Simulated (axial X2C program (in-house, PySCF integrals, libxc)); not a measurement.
**A two-component session on HfH: properties at the nuclei**

Aim: properties at the nuclei of HfH, with spin–orbit coupling in the Hamiltonian from the start.

The runs use an in-house X2C program for linear molecules on PySCF integrals; two-component X2C with atomic mean-field terms, Hf dyall-cv3z, H dyall-v3z.

All values are calculated.

## Step 1: The job

File task.json:

```json
{"zs": [72, 1], "q": 0, "bas": ["dyall-cv3z", "dyall-v3z"], "r0": 1.84, "levels": ["PBE0", "HF", "PBE", "r2SCAN", "BP86"], "nst": 3}
```

Keys: zs atomic numbers; q charge; bas basis sets; r0 starting distance in Å; levels methods (HF also brings MP2); nst determinants followed.

Launch:

```console
python soeom.py task.json out
```

Nuclei are Gaussian, cores are contracted, and the Gaunt term is on.

## Step 2: Expectation values, lowest determinant

R = 1.820 Å. State: Ω = 3/2 (excess of +ω over −ω: ω = 3/2).

Output of the PBE0 run:

```text
two-component X2C + atomic mean field  PBE0
basis functions 202  fitting functions 1009  grid points 5070
iter        total energy     max residual
   1     -15076.508026298     7.82e+00
   2     -15076.965095242     9.60e-03
   3     -15076.963855657     1.89e-02
   4     -15076.966504380     2.58e-03
   5     -15076.966605092     4.60e-04
   6     -15076.966605385     2.55e-04
   7     -15076.966606422     2.12e-05
   8     -15076.966606446     8.17e-06
   9     -15076.966606456     6.85e-06
  10     -15076.966606461     5.09e-06
  11     -15076.966606464     3.48e-06
  12     -15076.966606465     1.79e-06
converged
one-electron -20721.00067653  Coulomb 5948.79318132  exact exchange -76.98625231  xc functional -235.99665689  nuclear repulsion 20.93448307  atomic mean-field constant -12.71068511
```

The highest occupied spinor is 100% Hf d.

```
 level  Eeff magnitude (GV/cm)  Ws magnitude Hf (kHz)  A∥/gI Hf (MHz)  qzz Hf (a.u.)  A∥/gI H (MHz)  qzz H (a.u.)  μ (D)
  PBE0                    16.9                   10.7             611          -3.54           4.49          0.07  -1.15
    HF                    72.8                   47.7            21.6          -5.42           3.73          0.09  -0.34
   PBE                    9.51                   5.89             676          -2.64            3.7          0.07  -1.20
r2SCAN                    23.1                   14.4             386          -3.54           6.52          0.07  -0.95
  BP86                     9.8                   6.09             654          -2.64           3.64          0.07  -1.22
```

Eeff is the effective electric field on the electron dipole moment in this Ω state and Ws the scalar–pseudoscalar constant (defined with the proton number Z and per Ω); A∥ is the parallel hyperfine constant, which follows by multiplying with the nuclear g factor gI = μI/(I μN); qzz is the electric field gradient, eQq0 = 234.96 MHz × Q/barn × qzz; μ is positive if H is the positive end. The operators were transformed with the bare-nucleus X2C matrices.

## Step 3: Expectation values, a higher determinant

R = 1.820 Å. State: Ω = 1/2 (excess of +ω over −ω: ω = 1/2), 0.21 eV above the lowest in the PBE0 search for states (made at or near this distance, with looser thresholds).

Output of the PBE0 run:

```text
two-component X2C + atomic mean field  PBE0
basis functions 202  fitting functions 1009  grid points 5070
iter        total energy     max residual
   1     -15076.500256441     7.53e+00
   2     -15076.957339649     6.56e-03
   3     -15076.955988688     1.91e-02
   4     -15076.958788284     2.52e-03
   5     -15076.958895718     4.60e-04
   6     -15076.958896005     2.01e-04
   7     -15076.958897048     1.83e-05
   8     -15076.958897056     4.93e-06
   9     -15076.958897059     2.05e-06
  10     -15076.958897059     1.44e-06
converged
one-electron -20720.73163852  Coulomb 5948.51874503  exact exchange -76.98100758  xc functional -235.98879394  nuclear repulsion 20.93448307  atomic mean-field constant -12.71068511
```

The highest occupied spinor is 89% Hf d, 4% Hf p, 3% Hf s.

```
 level  Eeff magnitude (GV/cm)  Ws magnitude Hf (kHz)  A∥/gI Hf (MHz)  qzz Hf (a.u.)  A∥/gI H (MHz)  qzz H (a.u.)  μ (D)
  PBE0                    3.85                   6.91             872          -8.30           11.8          0.07  -1.37
    HF                    48.6                   94.4             955          -9.51           11.5          0.08  -1.04
   PBE                    4.18                   7.59             868          -7.72           12.3          0.07  -1.33
r2SCAN                      16                   30.4             553          -8.27           7.84          0.07  -1.07
  BP86                    4.28                   7.75             749          -7.75           12.3          0.07  -1.36
```

## Step 4: Expectation values, a higher determinant

R = 1.820 Å. State: Ω = 5/2 (excess of +ω over −ω: ω = 5/2), 0.38 eV above the lowest in the PBE0 search for states (made at or near this distance, with looser thresholds).

Output of the PBE0 run:

```text
two-component X2C + atomic mean field  PBE0
basis functions 202  fitting functions 1009  grid points 5070
iter        total energy     max residual
   1     -15076.494618570     7.80e+00
   2     -15076.951023650     1.05e-02
   3     -15076.949774417     1.88e-02
   4     -15076.952443296     2.59e-03
   5     -15076.952545698     4.52e-04
   6     -15076.952545967     2.74e-04
   7     -15076.952546989     2.13e-05
   8     -15076.952547010     8.74e-06
   9     -15076.952547016     3.64e-06
  10     -15076.952547018     1.56e-06
converged
one-electron -20720.53652295  Coulomb 5948.33731470  exact exchange -76.98535675  xc functional -235.99177997  nuclear repulsion 20.93448307  atomic mean-field constant -12.71068511
```

The highest occupied spinor is 100% Hf d.

```
 level  Eeff magnitude (GV/cm)  Ws magnitude Hf (kHz)  A∥/gI Hf (MHz)  qzz Hf (a.u.)  A∥/gI H (MHz)  qzz H (a.u.)  μ (D)
  PBE0                    15.1                   5.53             277          -3.55         -0.118          0.07  -1.15
    HF                    58.7                   22.3             482          -6.26          -1.35          0.09  -0.20
   PBE                    9.99                   3.62             280          -2.75          0.363          0.07  -1.19
r2SCAN                    23.7                   8.76             466          -3.84          -1.24          0.07  -0.95
  BP86                    10.3                   3.73             296          -2.72          0.395          0.07  -1.21
```

## Step 5: What came out

| quantity | value |
| --- | --- |
| lowest determinant | Ω = 3/2 (excess of +ω over −ω: ω = 3/2) |
| Eeff magnitude (GV/cm), PBE0 | 16.9 |
| Ws magnitude Hf (kHz), PBE0 | 10.7 |
| A∥/gI Hf (MHz), PBE0 | 611 |
| qzz Hf (a.u.), PBE0 | -3.54 |
| higher determinant | Ω = 1/2 (excess of +ω over −ω: ω = 1/2) |
| Eeff magnitude (GV/cm), PBE0, higher determinant | 3.85 |
| Ws magnitude Hf (kHz), PBE0, higher determinant | 6.91 |
| A∥/gI Hf (MHz), PBE0, higher determinant | 872 |
| qzz Hf (a.u.), PBE0, higher determinant | -8.30 |
| higher determinant | Ω = 5/2 (excess of +ω over −ω: ω = 5/2) |
| Eeff magnitude (GV/cm), PBE0, higher determinant | 15.1 |
| Ws magnitude Hf (kHz), PBE0, higher determinant | 5.53 |
| A∥/gI Hf (MHz), PBE0, higher determinant | 277 |
| qzz Hf (a.u.), PBE0, higher determinant | -3.55 |

**Reading.** In the first state, the effective field runs from 9.51 to 72.8 GV/cm over the mean-field levels, so the levels don't agree on it. The expectation values come from single determinants, which for open shells can mix terms of unlike spin or miss the lowest Ω, so a determinant need not be a state. Eeff is the effective electric field on the electron dipole moment in this Ω state and Ws the scalar–pseudoscalar constant (defined with the proton number Z and per Ω); A∥ is the parallel hyperfine constant, which follows by multiplying with the nuclear g factor gI = μI/(I μN); qzz is the electric field gradient, eQq0 = 234.96 MHz × Q/barn × qzz; μ is positive if H is the positive end. The operators were transformed with the bare-nucleus X2C matrices.
